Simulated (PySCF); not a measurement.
**S³⁺: basis, grid and Hamiltonian**

Which parts of the numerical set-up matter for S³⁺? Each run edits the base script.

Computed with PySCF 2.14.0. Level: method and basis as typed in the scripts.

2 further runs of the same task are left out: 2 that didn't finish.

### 1 The atom

S³⁺: 1 atom, charge 3, spin multiplicity 2.

### 2 The run that the others are compared with

Input file input.py:

```python
from pyscf import gto, scf, cc

mol = gto.M(
    atom='S 0 0 0',
    basis='jorge-tzp-dkh',
    charge=3,
    spin=1,
    symmetry=True,
    verbose=4,
)
mf = scf.ROHF(mol)
mf = mf.sfx2c1e()
mf = mf.density_fit(auxbasis='def2-universal-jkfit')
mf.kernel()
mycc = cc.CCSD(mf, frozen=5)
mycc.kernel()
e = mycc.eaccsd(nroots=3)[0]
print('roots (eV) =', (e*27.211386).round(3))
mf.dip_moment()
print('orbital energies (hartree):', mf.mo_energy[..., max(0, mol.nelec[1]-3):mol.nelec[0]+3].round(4))
```

On the command line:

```console
OMP_NUM_THREADS=1 python input.py
```

The log of this run is left out.

In short: E(SCF) = -396.153429 Eh, 7 cycles, E(CCSD) − E(SCF) = -0.07566 Eh, attachment roots -34.183, -34.183, -33.109 eV.

Positive EA roots mean that the added electron is unbound.

### 3 Jorge-dzp (X2C off)

Variant 1 changes basis set: jorge-tzp-dkh → jorge-dzp; spin-free X2C: on → off.

Input file input.py:

```python
from pyscf import gto, scf, cc

mol = gto.M(
    atom='S 0 0 0',
    basis='jorge-dzp',
    charge=3,
    spin=1,
    symmetry=True,
    verbose=4,
)
mf = scf.ROHF(mol)
mf = mf.density_fit(auxbasis='def2-universal-jkfit')
mf.kernel()
mycc = cc.CCSD(mf, frozen=5)
mycc.kernel()
e = mycc.eaccsd(nroots=3)[0]
print('roots (eV) =', (e*27.211386).round(3))
mf.dip_moment()
print('orbital energies (hartree):', mf.mo_energy[..., max(0, mol.nelec[1]-3):mol.nelec[0]+3].round(4))
```

On the command line:

```console
OMP_NUM_THREADS=1 python input.py
```

### 4 Cc-pvtz-dk

Variant 2 changes basis set: jorge-tzp-dkh → cc-pvtz-dk.

Edit input.py of step 2 so:

```diff
@@ -4,3 +4,3 @@
     atom='S 0 0 0',
-    basis='jorge-tzp-dkh',
+    basis='cc-pvtz-dk',
     charge=3,
```

### 5 Aug-cc-pvdz (X2C off)

Variant 3 changes basis set: jorge-tzp-dkh → aug-cc-pvdz; spin-free X2C: on → off.

Edit input.py of step 2 so:

```diff
@@ -4,3 +4,3 @@
     atom='S 0 0 0',
-    basis='jorge-tzp-dkh',
+    basis='aug-cc-pvdz',
     charge=3,
@@ -11,3 +11,2 @@
 mf = scf.ROHF(mol)
-mf = mf.sfx2c1e()
 mf = mf.density_fit(auxbasis='def2-universal-jkfit')
```

### 6 Def2-tzvp (X2C off)

Variant 4 changes basis set: jorge-tzp-dkh → def2-tzvp; spin-free X2C: on → off.

Edit input.py of step 2 so:

```diff
@@ -4,3 +4,3 @@
     atom='S 0 0 0',
-    basis='jorge-tzp-dkh',
+    basis='def2-tzvp',
     charge=3,
@@ -11,3 +11,2 @@
 mf = scf.ROHF(mol)
-mf = mf.sfx2c1e()
 mf = mf.density_fit(auxbasis='def2-universal-jkfit')
```

**Question.** What will these runs give? Wanted: for each run, E(SCF); from base; after the SCF.

As calculated:

```
                  run  E(SCF) (hartree)  from base (eV)  cycles  functions                                                  after the SCF
                 base       -396.153429               0       7         40  CCSD correlation -2.059 eV, core frozen, first root -34.18 eV
  jorge-dzp (X2C off)       -395.062973  not comparable       7         24  CCSD correlation -1.819 eV, core frozen, first root -34.00 eV
           cc-pvtz-dk       -396.156635         -0.0873       7         34  CCSD correlation -2.052 eV, core frozen, first root -34.19 eV
aug-cc-pvdz (X2C off)       -395.064198  not comparable       6         27  CCSD correlation -1.827 eV, core frozen, first root -34.02 eV
  def2-tzvp (X2C off)       -395.066565  not comparable       7         37  CCSD correlation -2.049 eV, core frozen, first root -34.18 eV
```

**Reading.** cc-pvtz-dk (34 functions) gives an energy 0.09 eV lower than jorge-tzp-dkh (40); size alone doesn't order basis sets of different families.
